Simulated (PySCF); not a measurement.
# CH3Cl3SSi: the cost of one run

Programs: PySCF 2.14.0, with density-fitted response routines of our own. Each step states its level of theory. These are calculated values for one molecule in the gas phase, unless marked as measured. Atoms are numbered from 0 throughout.

## Step 1: Starting geometry

9 atoms, charge 0, multiplicity 1; geometry from: GFN2-xTB. The atoms were then displaced at random by about 0.01 Å, so the start is not that level's minimum.

Bonds of the start (Å): S0–Si1 2.15, Si1–C2 1.96, C2–Cl3 1.73, C2–Cl4 1.78, C2–Cl5 1.78, S0–H6 1.32, Si1–H7 1.44, Si1–H8 1.47.

## Step 2: Relaxing the molecule at PBE0-D3(BJ)/def2-SVP

The job: settings as JSON, then the geometry in Å.

```
{"job": {"xc": "PBE0", "basis": "def2-SVP", "d3": "d3bj", "grid": 1, "shake": 0.01, "kind": "geom"}, "charge": 0, "multiplicity": 1}
S      2.306760    -0.177680    -0.405860
Si     0.581120     0.197730     0.818400
C     -1.020280     0.010140    -0.289630
Cl    -2.399150     0.223020     0.740400
Cl    -1.078370    -1.607930    -1.038440
Cl    -1.042430     1.240760    -1.570940
H      1.653950    -0.684980    -1.440420
H      0.464060    -0.803330     1.853040
H      0.592160     1.585130     1.299720
```

Run with:

```bash
OMP_NUM_THREADS=1 python probes_run.py task.json out
```

One launch serves the whole session: the jobs run in the order shown.

Q: Estimate the wall time and peak memory of this first job on 1 thread of Arm Neoverse V1, shared host.

About 60 s, with a peak of 0.53 GiB.
